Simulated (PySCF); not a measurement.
# Cl4OTa (Ta(O)(Cl)4-): the cost of one run

Computed with PySCF 2.14.0. Level: BP86, Ta def2-SVP with ECP60, O def2-SVP, Cl def2-SVP; scalar-relativistic core potentials, no spin–orbit coupling.

4 further runs of the same task are left out: 2 for a known fault of the program, 2 that didn't finish.

## 1. Where the work starts

6 atoms, charge -1, spin multiplicity 1.

Bond lengths: Ta1–O2 1.554 Å, Ta1–Cl3 2.288 Å, Ta1–Cl4 2.288 Å, Ta1–Cl5 2.288 Å, Ta1–Cl6 2.288 Å. Angles: O2–Ta1–Cl3 180.0°, O2–Ta1–Cl4 90.0°, O2–Ta1–Cl5 90.0°, O2–Ta1–Cl6 90.0°, Cl3–Ta1–Cl4 90.0°, Cl3–Ta1–Cl5 90.0°, Cl3–Ta1–Cl6 90.0°, Cl4–Ta1–Cl5 120.0°, Cl4–Ta1–Cl6 120.0°, Cl5–Ta1–Cl6 120.0°.

Coordinates:

```
Ta    0.0000    0.0000    0.0000
O     0.0000    0.0000    1.5540
Cl    0.0000    0.0000   -2.2878
Cl    2.2878    0.0000    0.0000
Cl   -1.1439    1.9813    0.0000
Cl   -1.1439   -1.9813    0.0000
```

Formal oxidation states: Ta +5.

## 2. SCF at the start, singlet

Input file run.py (the lines that set the calculation):

```python
mol = gto.M(atom='''
Ta     0.00000     0.00000     0.00000
O      0.00000     0.00000     1.55400
Cl     0.00000     0.00000    -2.28780
Cl     2.28780     0.00000     0.00000
Cl    -1.14390     1.98130     0.00000
Cl    -1.14390    -1.98130     0.00000''',
    basis={'Ta': 'def2-SVP', 'O': 'def2-SVP', 'Cl': 'def2-SVP'},
    ecp={'Ta': 'def2-SVP'},
    charge=-1, spin=0)
mf = dft.RKS(mol, xc='B88,P86')
mf.grids.atom_grid = (50, 194)
mf = mf.density_fit()  # fitting sets: Ta def2-universal-JKFIT, O def2-universal-JKFIT, Cl def2-universal-JKFIT
mf.conv_tol = 1e-08; mf.max_cycle = 55
mf.kernel(dm0)  # dm0: free metal ions and neutral atoms
```

Run with:

```sh
$ OMP_NUM_THREADS=2 python run.py
```

What time and memory should one allow on 2 threads of Arm Neoverse V1, shared host?

About 5.1 s, with a peak of 0.47 GiB.
